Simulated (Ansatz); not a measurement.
## AlNi, space group Pm-3m: a comparison of magnetic orders, step by step

Program: Ansatz 0.2.0, Python API.

Run as a notebook:

In [1]:
```python
import warnings

import ansatz as az
import numpy as np
```

In [2]:
```python
def count_gap(report):
    # lowest empty less highest filled band, counting bands; zero where they overlap
    return max(report.get('gap_by_band_count_ev') or 0.0, 0.0)
```

In [3]:
```python
CELL = [
    [2.881, 0.0, 0.0],
    [0.0, 2.881, 0.0],
    [0.0, 0.0, 5.762],
]
ATOMS = [
    ('Al', [0.0, 0.0, 0.0]),
    ('Ni', [0.5, 0.5, 0.25]),
    ('Al', [0.0, 0.0, 0.5]),
    ('Ni', [0.5, 0.5, 0.75]),
]
```

In [4]:
```python
def magnet(moments):
    crystal = az.Crystal(lattice=az.Lattice.of(CELL))
    for (symbol, position), moment in zip(ATOMS, moments):
        crystal = crystal.atom(symbol, position, moment=moment or None)
    return crystal
```

In [5]:
```python
warnings.simplefilter('ignore', az.DeckWarning)

# starting moments in muB, one an atom
orders = {
    'FM': [0, 1.5, 0, 1.5],
    'AFM': [0, 1.5, 0, -1.5],
}
```

In [6]:
```python
rows = []
for label, moments in orders.items():
    job = magnet(moments).calculation()
    job = job.functional('pbesol', dispersion='d4').basis(16 * az.Ha)
    job = job.kpoints(5, 5, 3, shift=0.5)
    job = job.occupations('Methfessel-Paxton', width=0.01)
    job = job.scf(tolerance=1e-05, max_iterations=100)
    job = job.spin('collinear').band_table()
    report = job.run().report
    rows.append((label, report['free_energy_ev'], report['magnetization_mub'], report['absolute_magnetization_mub'], max(abs(m) for m in report['site_moments_mub']), count_gap(report)))
    print(label, 'site moments:', [round(m, 2) for m in report['site_moments_mub']])
```
```text
RunWarning: the starting moments were not kept: the SCF closed with an absolute magnetisation of 3.2e-2 μB, where they sum to 3 μB in size (2 sites). That is at most 0.1 of that sum. The system's moment may be that small; this SCF shows only that its start [...]
FM site moments: [-0.0, -0.01, -0.0, -0.01]
AFM site moments: [0.0, 0.0, 0.0, -0.0]
```

In [7]:
```python
lowest = min(row[1] for row in rows)
rows = [(row[0], 1000 * (row[1] - lowest) / 2, *row[2:]) for row in sorted(rows, key=lambda row: row[1])]
print('         order  meV/magnetic atom         net muB    absolute muB  largest site muB  gap by band count eV')
for row in rows:
    print(f'{str(row[0]):>14s}  {row[1]:17.2f}  {row[2]:14.3f}  {row[3]:14.3f}  {row[4]:16.3f}  {row[5]:20.3f}')
print('lowest of these starts:', rows[0][0])
```
```text
         order  meV/magnetic atom         net muB    absolute muB  largest site muB  gap by band count eV
            FM               0.00          -0.033           0.033             0.011                 0.000
           AFM               0.05           0.000           0.000             0.000                 0.000
lowest of these starts: FM
```

Caveats:
- The settings weren't tested for convergence.
- The SCF didn't keep the moments it started from (some shrank, vanished or turned); what is printed is the state reached.
- Dispersion corrections can be off by several per cent in the lattices of metals, and by several GPa in the pressure at a fixed cell.
- For a metal this k-point mesh is coarse: on a finer one energies can move by several to tens of meV an atom and pressures by half a GPa or more, differences at one mesh by less.
- A gap by band count of zero or less means overlapping bands, a metal.
- The starting cell is as deposited in a crystallographic database; the results hold for this polymorph, which needn't be the stable one.
- Gaps and levels are Kohn-Sham values on a finite set of k-points.
- Warnings are shown shortened and without file and line.
- Each row is the state reached from that start at the given structure, not necessarily the lowest of its order; other orders weren't tried.
- The script silences the warnings on its input, which a real study should read.
- Finished in 6.8 s on 1 thread of Arm Neoverse V2, with other jobs on the host, peak memory 0.4 GiB.
